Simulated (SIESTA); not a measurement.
Crystal: MgMnCoO4.

```
Co Mn Mg O
1.0
     5.25377    0.00000    0.00000
     0.00000    2.96979    0.00000
    -1.91952    0.00000    5.28213
Co Mn Mg O
1 1 1 4
Direct
  0.49027 0.00000 0.47727
  0.02324 0.50000 0.53719
  0.85423 0.50000 0.05202
  0.79476 0.00000 0.28697
  0.22822 0.50000 0.30970
  0.75042 0.50000 0.69196
  0.22136 0.00000 0.71990
```

The cell comes from a database or a generator and needn't be the stable form of this composition.

Base run:

```yaml
Program: SIESTA 5.4.2
Functional: PBE
Potentials_or_basis: PseudoDojo 0.4 standard (PBE files)
Basis: DZP (energy shift 0.003 Ry; two zetas on semicore shells)
Grid_cutoff: 800 Ry
Energy_shift: 0.003 Ry
k_mesh: 6 × 9 × 5
Occupations: fermi-dirac, width 0.05 eV
Spin: collinear spin, ferromagnetic start
Starting_moments: "[2.0, 4.0, 0.0, 0.0, 0.0, 0.0, 0.0] μB"
```

Its results: band gap on the k mesh none (metal or under the smearing width); pressure -2.5 GPa; net moment 6.00 μB per cell; site moments Co +2.67; Mn +2.84; Mg +0.02; O +0.05, +0.19, +0.16, +0.08 μB; largest force 0.626 eV/Å.

**Question.** The run is repeated on the same cell with these changes: functional from PBE to PBEsol; potentials or basis from PseudoDojo 0.4 standard (PBE files) to PseudoDojo 0.4 standard (PBEsol files). What comes out?

**Answer.** Band gap on the k mesh none (metal or under the smearing width); pressure -8.5 GPa; net moment 5.95 μB per cell; site moments Co +2.65; Mn +2.78; Mg +0.02; O +0.05, +0.19, +0.17, +0.09 μB; largest force 0.644 eV/Å.

Caveats: short orbitals over semicore shells can move pressures by several GPa; the basis of atomic orbitals isn't converged, which shifts pressures, moduli and gaps; semilocal functionals often make such compounds metallic where correlation or magnetic order opens a gap, which also shifts bond lengths; only a ferromagnetic start was run, and an antiferromagnetic order may lie lower in energy.
